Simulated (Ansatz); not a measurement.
# Pd3I (P1) in Ansatz: convergence with smearing width

Aim: find how far smearing width must go before the results for Pd3I settle, at r2SCAN. This setting moves, with any that are tied to it; all else stays.

Program: Ansatz 0.2.0. These are calculated values, not measurements. Logs are shortened: lines on timing, memory, paths and dates and some standing lists are left out, and cuts for length are marked.

### Step 1. The cell of the first run

The typed cell holds 4 atoms: a = 4.924 Å, b = 4.924 Å, c = 4.924 Å, α = 128.29°, β = 128.29°, γ = 76.15°.

The cell comes from a database or a generator and needn't be the stable form of this composition.

The cell isn't the ideal one: atoms moved at random, drawn with an rms of 0.05 Å.

### Step 2. With smearing width 0.3 eV

File input.yaml:

```yaml
crystal:
  lattice:
    - [-2.146949, 2.146949, 3.87591]
    - [2.146949, -2.146949, 3.87591]
    - [2.146949, 2.146949, -3.87591]
  atoms:
    - { symbol: I, position: [-0.004259, -0.003252, -0.008471] }
    - { symbol: Pd, position: [0.502054, 0.502326, 0.001092] }
    - { symbol: Pd, position: [0.243639, 0.733987, 0.483926] }
    - { symbol: Pd, position: [0.747676, 0.2541, 0.50393] }
hamiltonian:
  xc: r2scan
  pseudopotentials: { kind: nc, accuracy: stringent }
kpoints:
  mp_grid: { grid: [5, 5, 6] }
scf:
  occupations: { method: fermi_dirac, width: 0.3 }
output:
  forces: true
  stress: true
  eigenvalues: true
```

Potentials or basis: PseudoDojo stringent (PBE files).

Run with:

```
> ansatz run input.yaml --threads 2 --pin off --max-ram 5632MiB --backend cpu --events-out ev --progress --plain --runs-dir out
```

Wall time 2.4 min (2 threads of Arm Neoverse V2, shared host); peak memory 1.8 GiB.

What came out:

| Property | Result |
| --- | --- |
| Free energy | -19754.0527 eV |
| Pressure | -1.4 GPa |
| Largest force | 0.184 eV/Å |
| Band gap on the k mesh | none (metal or under the smearing width) |

### Step 3. With smearing width 0.2 eV

Changes to input.yaml since step 2:

```diff
@@ -16,3 +16,3 @@
 scf:
-  occupations: { method: fermi_dirac, width: 0.3 }
+  occupations: { method: fermi_dirac, width: 0.2 }
 output:
```

Potentials or basis: PseudoDojo stringent (PBE files).

Run with:

```
> ansatz run input.yaml --threads 2 --pin off --max-ram 5632MiB --backend cpu --events-out ev --progress --plain --runs-dir out
```

Run time: 2.3 min. Hardware: 2 threads of Arm Neoverse V2, shared host; peak memory 1.7 GiB.

Results:

```
Free energy            : -19753.8064 eV
Pressure               : -2.3 GPa
Largest force          : 0.191 eV/Å
Band gap on the k mesh : none (metal or under the smearing width)
```

### Step 4. With smearing width 0.15 eV

Changes to input.yaml since step 3:

```diff
@@ -16,3 +16,3 @@
 scf:
-  occupations: { method: fermi_dirac, width: 0.2 }
+  occupations: { method: fermi_dirac, width: 0.15 }
 output:
```

Run with:

```
> ansatz run input.yaml --threads 2 --pin off --max-ram 5632MiB --backend cpu --events-out ev --progress --plain --runs-dir out
```

It took 2.3 min on 2 threads of Arm Neoverse V2, shared host; peak memory 1.7 GiB.

Results:

```
Free energy            : -19753.7206 eV
Pressure               : -2.8 GPa
Largest force          : 0.198 eV/Å
Band gap on the k mesh : none (metal or under the smearing width)
```

### Step 5. With smearing width 0.1 eV

Changes to input.yaml since step 4:

```diff
@@ -16,3 +16,3 @@
 scf:
-  occupations: { method: fermi_dirac, width: 0.15 }
+  occupations: { method: fermi_dirac, width: 0.1 }
 output:
```

Run with:

```
> ansatz run input.yaml --threads 2 --pin off --max-ram 5632MiB --backend cpu --events-out ev --progress --plain --runs-dir out
```

It took 2.2 min on 2 threads of Arm Neoverse V2, shared host; peak memory 1.7 GiB.

What came out:

* Free energy: -19753.6619 eV
* Pressure: -3.1 GPa
* Largest force: 0.207 eV/Å
* Band gap on the k mesh: none (metal or under the smearing width)

### Step 6. With smearing width 0.05 eV

Changes to input.yaml since step 5:

```diff
@@ -16,3 +16,3 @@
 scf:
-  occupations: { method: fermi_dirac, width: 0.1 }
+  occupations: { method: fermi_dirac, width: 0.05 }
 output:
```

Potentials or basis: PseudoDojo stringent (PBE files).

Run with:

```
> ansatz run input.yaml --threads 2 --pin off --max-ram 5632MiB --backend cpu --events-out ev --progress --plain --runs-dir out
```

Run time: 2.2 min. Hardware: 2 threads of Arm Neoverse V2, shared host; peak memory 1.7 GiB.

The run converged. Its results:

```
Free energy            : -19753.6307 eV
Pressure               : -3.3 GPa
Largest force          : 0.219 eV/Å
Band gap on the k mesh : none (metal or under the smearing width)
```

### Step 7. With smearing width 0.025 eV

Changes to input.yaml since step 6:

```diff
@@ -16,3 +16,3 @@
 scf:
-  occupations: { method: fermi_dirac, width: 0.05 }
+  occupations: { method: fermi_dirac, width: 0.025 }
 output:
```

Run with:

```
> ansatz run input.yaml --threads 2 --pin off --max-ram 5632MiB --backend cpu --events-out ev --progress --plain --runs-dir out
```

It took 2.3 min on 2 threads of Arm Neoverse V2, shared host; peak memory 1.7 GiB.

The run converged. Its results:

* Free energy: -19753.6243 eV
* Pressure: -3.3 GPa
* Largest force: 0.226 eV/Å
* Band gap on the k mesh: none (metal or under the smearing width)

### Step 8. With smearing width 0.01 eV

Changes to input.yaml since step 7:

```diff
@@ -16,3 +16,3 @@
 scf:
-  occupations: { method: fermi_dirac, width: 0.025 }
+  occupations: { method: fermi_dirac, width: 0.01 }
 output:
```

Run with:

```
> ansatz run input.yaml --threads 2 --pin off --max-ram 5632MiB --backend cpu --events-out ev --progress --plain --runs-dir out
```

Wall time 2.4 min (2 threads of Arm Neoverse V2, shared host); peak memory 1.7 GiB.

Results (log left out):

```
Free energy            : -19753.6226 eV
Pressure               : -3.3 GPa
Largest force          : 0.228 eV/Å
Band gap on the k mesh : none (metal or under the smearing width)
```

### Step 9. With smearing width 0.005 eV

Changes to input.yaml since step 8:

```diff
@@ -16,3 +16,3 @@
 scf:
-  occupations: { method: fermi_dirac, width: 0.01 }
+  occupations: { method: fermi_dirac, width: 0.005 }
 output:
```

Potentials or basis: PseudoDojo stringent (PBE files).

Run with:

```
> ansatz run input.yaml --threads 2 --pin off --max-ram 5632MiB --backend cpu --events-out ev --progress --plain --runs-dir out
```

The log of the run:

```text
Warning: hamiltonian.xc reads the kinetic-energy density τ on the library's norm-conserving files, and those of I, Pd were made for PBE. This build holds files of I, Pd that were made for r²SCAN, which a deck under this functional can read where it names no table (hamiltonian.pseudopotentials.accuracy or source), types no xc_functional and has no exact exchange, max_exx_coeff or level of output.embedding that keeps them out. To compare such runs, type hamiltonian.pseudopotentials: {kind: paw, frozen_core: stored} on both or, where PAW refuses one, {kind: nc, accuracy: standard}
Warning: RAYON_NUM_THREADS=2 ignored (pool sized by the plan → 2); use --threads N
Engine: ansatz 0.2.0, aarch64-unknown-linux-gnu
Pseudopotentials: kind: nc
Pseudopotential: I, nc, valence charge 25, recommended cutoff 1530 eV (normal), I.nc.azcp (PseudoDojo's, or run here from an input of PseudoDojo's; its table is named by hamiltonian.pseudopotentials.accuracy)
Pseudopotential: Pd, nc, valence charge 18, recommended cutoff 1115.666836 eV (normal), Pd.nc.azcp (PseudoDojo's, or run here from an input of PseudoDojo's; its table is named by hamiltonian.pseudopotentials.accuracy)
Functional definition: r2SCAN
  parameter k0 = 0.174
  parameter k1 = 0.065
  parameter a1 = 4.9479
  exchange = r2scan_x(k0 = k0, k1 = k1, a1 = a1)
  correlation = r2scan_c
Crystal: 4 atoms, lattice volume = 71.462 Å³
[... 38 lines left out ...]
  E_xc         = -3001.711661
  E_vxc        = -2614.756725  (∫ρ·V_xc dr)
  E_vtau       = 173.573830  (kinetic-family band-sum trace: ∫τ·v_τ [+ j·A + Jᵃ·Aᵃ] dr)
  E_ewald      = -12554.715204
  E_smearing   = -0.000297  (= −TS)
  E_closure    = -0.000000  (closes the sum)
  Σ components = -19753.622245   (vs F -19753.622245, Δ=0.00e0)
--- Forces (eV/Å), atoms counted from 1 ---
  atom   1  I     -0.02437978    -0.02385836    -0.01811028
  atom   2  Pd    -0.03338115    -0.02450553    -0.13106033
  atom   3  Pd     0.21062689     0.04513100     0.07505976
  atom   4  Pd    -0.15287026     0.00324187     0.07411264
  max |Σ_I F_I| component: 8.97e-6 eV/Å
--- Stress (GPa, compression-positive) ---
       -3.170542       0.098884      -0.124570
        0.098884      -3.206670       0.189937
       -0.124570       0.189937      -3.618444
  P = ⅓ Tr σ = -3.3319 GPa (-33.319 kbar)
--- Band table (eV; the first three rows and the last of 76) ---
  k-point 0: bands = ["-164.7141", "-109.9119", "-109.9084", "-109.9042", "-68.9154", "-68.9044", "-68.7538", "-33.6710", "-33.6408", "-33.5964", "-33.5900", "-33.5409", "-33.5356", "-33.4268", "-33.4158", "-33.3941", "-30.2527", "-30.2519", "-30.2484", "-30.2457", "-30.2439", "1.9997", "11.7457", "11.9495", "11.9591", "13.3695", "13.7834", "14.8825", "14.8988", "14.9280", "15.5699", "16.1262", "16.2408", "16.3186", "16.4340", "16.4607", "16.6228", "16.8127", "17.2868", "17.7133", "17.7371", "22.9290", "22.9457", "23.3198", "24.7019", "24.8669", "24.8906", "26.6283"]
  k-point 1: bands = ["-164.7141", "-109.9119", "-109.9084", "-109.9042", "-68.9139", "-68.9056", "-68.7540", "-33.6660", "-33.6480", "-33.6028", "-33.5733", "-33.5474", "-33.5349", "-33.4328", "-33.4138", "-33.3933", "-30.2528", "-30.2517", "-30.2484", "-30.2457", "-30.2440", "2.1486", "11.1041", "11.8196", "11.9893", "13.6625", "14.1207", "14.7357", "14.8870", "14.9211", "15.2741", "16.0117", "16.0835", "16.1461", "16.2318", "16.2527", "16.6148", "17.1782", "17.8892", "17.9583", "18.6595", "21.0797", "21.9077", "23.1991", "23.8962", "25.1212", "27.2151", "27.4571"]
  k-point 2: bands = ["-164.7141", "-109.9119", "-109.9084", "-109.9042", "-68.9110", "-68.9079", "-68.7546", "-33.6616", "-33.6539", "-33.6169", "-33.5817", "-33.5321", "-33.5242", "-33.4411", "-33.4101", "-33.3923", "-30.2529", "-30.2518", "-30.2485", "-30.2456", "-30.2442", "2.4097", "10.5802", "11.8958", "12.0457", "14.0191", "14.2283", "14.4394", "14.8669", "14.9619", "15.1567", "15.6129", "15.8866", "16.0379", "16.0862", "16.1099", "16.7895", "17.0642", "17.3894", "17.6615", "19.1582", "21.3484", "21.5356", "22.9567", "24.7052", "25.8655", "27.9367", "29.3938"]
  k-point 75: bands = ["-164.7141", "-109.9119", "-109.9084", "-109.9042", "-68.9114", "-68.9076", "-68.7546", "-33.6580", "-33.6553", "-33.6054", "-33.5824", "-33.5477", "-33.5232", "-33.4259", "-33.4225", "-33.3932", "-30.2530", "-30.2517", "-30.2483", "-30.2459", "-30.2439", "2.3801", "10.6494", "11.7892", "11.8561", "14.1472", "14.3013", "14.3899", "14.8989", "14.9752", "15.0281", "15.6606", "15.8749", "16.1569", "16.1824", "16.3391", "16.8032", "17.0712", "17.4410", "17.8396", "19.1499", "20.5815", "21.9384", "22.9736", "24.6485", "26.0880", "27.4552", "29.0687"]
```

It took 2.3 min on 2 threads of Arm Neoverse V2, shared host; peak memory 1.7 GiB.

What came out:

```
Free energy            : -19753.6222 eV
Pressure               : -3.3 GPa
Largest force          : 0.228 eV/Å
Band gap on the k mesh : none (metal or under the smearing width)
```

### Step 10. The series at a glance

| smearing width | energy less the tightest run, at zero smearing (meV/atom) | pressure (GPa) | largest force (eV/Å) | SCF cycles | CPU time (s) | peak memory (GiB) |
| --- | --- | --- | --- | --- | --- | --- |
| 0.3 eV | 2.46 | -1.36 | 0.184 | 11 | 290 | 1.8 |
| 0.2 eV | 3.28 | -2.33 | 0.191 | 11 | 270 | 1.7 |
| 0.15 eV | 2.55 | -2.75 | 0.198 | 11 | 270 | 1.7 |
| 0.1 eV | 1.25 | -3.08 | 0.207 | 11 | 260 | 1.7 |
| 0.05 eV | 0.16 | -3.28 | 0.219 | 11 | 260 | 1.7 |
| 0.025 eV | -0.06 | -3.32 | 0.226 | 11 | 270 | 1.7 |
| 0.01 eV | -0.03 | -3.33 | 0.228 | 11 | 290 | 1.7 |
| 0.005 eV | 0.00 | -3.33 | 0.228 | 11 | 280 | 1.7 |

Against the tightest run, the energy stays within 1 meV/atom from 0.05 eV on; the pressure stays within 0.1 GPa from 0.05 eV on; the largest force stays within 0.005 eV/Å from 0.025 eV on. Narrower smearing needs a denser k mesh, so at a fixed mesh the narrowest width isn't the most accurate. The tightest run that finished is the yardstick and may itself not be fully converged.

Caveats: the meta-GGA runs on potentials made for a GGA; the potentials were made for another functional, which shifts forces and pressure; an odd number of electrons without spin polarisation forces a metal; a magnetic or distorted state may lie lower.
